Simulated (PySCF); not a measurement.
# F5OW (W(O)(F)5-): the cost of one run

Computed with PySCF 2.14.0. Level: several levels, as the steps say, no spin–orbit coupling.

2 further runs of the same task are left out: 2 for a known fault of the program.

## 1. The system as given

7 atoms, charge -1, spin multiplicity 1.

Bond lengths: W1–O2 1.743 Å, W1–F3 1.909 Å, W1–F4 1.908 Å, W1–F5 1.908 Å, W1–F6 1.977 Å, W1–F7 1.909 Å. Angles: O2–W1–F3 95.0°, O2–W1–F4 94.3°, O2–W1–F5 94.6°, O2–W1–F6 179.5°, O2–W1–F7 94.5°, F3–W1–F4 89.7°, F3–W1–F5 89.5°, F3–W1–F6 85.5°, F3–W1–F7 170.5°, F4–W1–F5 171.0°, F4–W1–F6 85.4°, F4–W1–F7 89.8°, F5–W1–F6 85.7°, F5–W1–F7 89.6°, F6–W1–F7 85.0°.

As a file:

```tsv
atom	x (Å)	y (Å)	z (Å)
W1	0.0705	-0.0439	0.0486
O2	1.2895	-0.7441	1.0783
F3	-0.0540	1.5899	1.0275
F4	-1.3905	-0.7454	1.0561
F5	1.3219	0.7807	-1.1330
F6	-1.3194	0.7335	-1.1223
F7	-0.0210	-1.5491	-1.1223
```

Formal oxidation states: W +6. An earlier session relaxed this geometry at BP86, W def2-SVP with ECP60, O def2-SVP, F def2-SVP (singlet, point group C4v).

At BP86 on the finer grid: E = -641.613647 Eh, HOMO -3.22 eV, LUMO 0.85 eV, Mulliken charge on W1 +1.18 e, largest force component 0.040 eV/Å. 

Levels to run: CAM-B3LYP; TPSSh; wB97X; BLYP; BP86, TZVP; BP86, x2c-SVP. Hardware: 2 threads of Arm Neoverse N1, shared host.

## 2. CAM-B3LYP

run.py (the lines that set the calculation) reads:

```python
mol = gto.M(atom='''
W      0.07048    -0.04390     0.04855
O      1.28953    -0.74409     1.07834
F     -0.05404     1.58992     1.02750
F     -1.39048    -0.74536     1.05613
F      1.32191     0.78074    -1.13301
F     -1.31937     0.73348    -1.12229
F     -0.02105    -1.54909    -1.12235''',
    basis={'W': 'def2-SVP', 'O': 'def2-SVP', 'F': 'def2-SVP'},
    ecp={'W': 'def2-SVP'},
    charge=-1, spin=0)
mf = dft.RKS(mol, xc='CAMB3LYP')
mf.grids.atom_grid = (75, 302)
mf = mf.density_fit()  # fitting sets: W def2-universal-JKFIT, O def2-universal-JKFIT, F def2-universal-JKFIT
mf.conv_tol = 1e-08; mf.max_cycle = 55
mf.kernel(dm0)  # dm0: the density of the relaxed state
```

Command:

```
OMP_NUM_THREADS=2 python run.py
```

**Question.** How long does this run take on 2 threads of Arm Neoverse N1, shared host?

About 13 s.
